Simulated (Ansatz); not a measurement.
# C2HCl5: taking an electron away

How much energy removes an electron from C2HCl5 at fixed geometry? The cation is run at each level and the neutral's energy taken from earlier runs.

Program: Ansatz 0.2.0, Gaussian basis. Level of theory: unrestricted cation, the program's frozen cores in correlated methods. These are calculated values, not measurements.

Levels to be run: UKS PBE-D4/def2-TZVPP; UKS r2SCAN-D4/def2-TZVPP; UKS PBE0-D4/def2-TZVPP; UKS B3LYP-D4/def2-TZVPP; UKS wB97X-V/def2-TZVPP; UKS wB97M-V/def2-TZVPP; UKS B2PLYP/def2-TZVPP; UHF-CCSD(T)/def2-TZVPP; UHF-MP2/def2-QZVPP; extrapolation to the limit; then −ε(HOMO) from the neutral's earlier runs with LDA (SPW92), PBE-D4, revPBE-D4, BLYP-D4, r2SCAN-D4, B97M-V, PBE0-D4, B3LYP-D4, r2SCANh-D4, r2SCAN0-D4, HSE06-D4, BHLYP-D4, CAM-B3LYP-D4, LC-ωPBE, ωB97X-V, ωB97M-V.

## (1) Structure used throughout

The geometry comes from an earlier relaxation with PBE0-D4 in a triple-zeta def2 set; it is a stationary point, not always the lowest conformer.

SMILES `ClC(Cl)C(Cl)(Cl)Cl`, 8 atoms, charge 0, spin multiplicity 1.

Atoms are counted from 1 here; the program's logs count them from 0.

Bond lengths: Cl1–C2 1.759 Å, C2–Cl3 1.759 Å, C2–C4 1.545 Å, C2–H8 1.088 Å, C4–Cl5 1.756 Å, C4–Cl6 1.769 Å, C4–Cl7 1.769 Å. Angles: Cl1–C2–Cl3 110.5°, Cl1–C2–C4 111.6°, Cl1–C2–H8 107.8°, Cl3–C2–C4 111.6°, Cl3–C2–H8 107.8°, C4–C2–H8 107.4°, C2–C4–Cl5 111.7°, C2–C4–Cl6 108.2°, C2–C4–Cl7 108.2°, Cl5–C4–Cl6 110.1°, Cl5–C4–Cl7 110.1°, Cl6–C4–Cl7 108.4°.

## (2) Cation, UKS PBE-D4/def2-TZVPP

The input, in.yaml:

```yaml
crystal:
  periodic: [false, false, false]
  atoms:
    - {symbol: Cl, position_ang: [-1.037554, -0.212856, 1.883586]}
    - {symbol: C, position_ang: [-0.774574, 0.017582, 0.159705]}
    - {symbol: Cl, position_ang: [-1.606282, -1.227756, -0.763020]}
    - {symbol: C, position_ang: [0.730987, 0.069030, -0.183552]}
    - {symbol: Cl, position_ang: [1.539933, -1.436060, 0.219774]}
    - {symbol: Cl, position_ang: [0.893538, 0.402330, -1.912930]}
    - {symbol: Cl, position_ang: [1.457812, 1.409281, 0.712947]}
    - {symbol: H, position_ang: [-1.203860, 0.978449, -0.116511]}
basis:
  gaussian: {orbitals: def2-TZVPP}
total_charge: 1
magnetization: {spin_polarized: true, initial_magnetization: 1}
hamiltonian: {xc: pbe, dispersion: d4}
```

Run with:

```bash
> ansatz run in.yaml --threads 2 --pin off --events-out ev --progress --plain --max-ram 32768MiB --backend cuda --devices 0, --max-vram 18GiB
```

After this run come: Cation, UKS r2SCAN-D4/def2-TZVPP; Cation, UKS PBE0-D4/def2-TZVPP; Cation, UKS B3LYP-D4/def2-TZVPP; Cation, UKS wB97X-V/def2-TZVPP; Cation, UKS wB97M-V/def2-TZVPP; Cation, UKS B2PLYP (frozen core)/def2-TZVPP; Cation, UHF-CCSD(T)/def2-TZVPP; Cation, UHF-MP2/def2-QZVPP.

Before running them: what should the planned runs give, taken together? Wanted: ionisation energy, CCSD(T)/def2-TZVPP; nearest functional by difference; nearest −ε(HOMO); −ε(HOMO) of PBE; T1 of the cation.

**Answer**, as computed:

| quantity | value |
| --- | --- |
| ionisation energy, CCSD(T)/def2-TZVPP | 11.14 eV |
| nearest functional by difference | ωB97M-V (-0.02 eV) |
| nearest −ε(HOMO) | ωB97X-V (+0.01 eV) |
| −ε(HOMO) of PBE | 7.30 eV |
| T1 of the cation | 0.066 |

What this shows: By cation minus neutral, the functionals miss by 1.16 eV at most. −ε(HOMO) of PBE misses by 3.8 eV, since self-interaction lifts the level. Among orbital estimates ωB97X-V comes nearest. Hartree-Fock falls 0.37 eV short, as the neutral has more correlation energy than the cation. The cation's T1 (from the report) is 0.066, above the customary mark of 0.045 for open shells, so the coupled-cluster value is less safe.
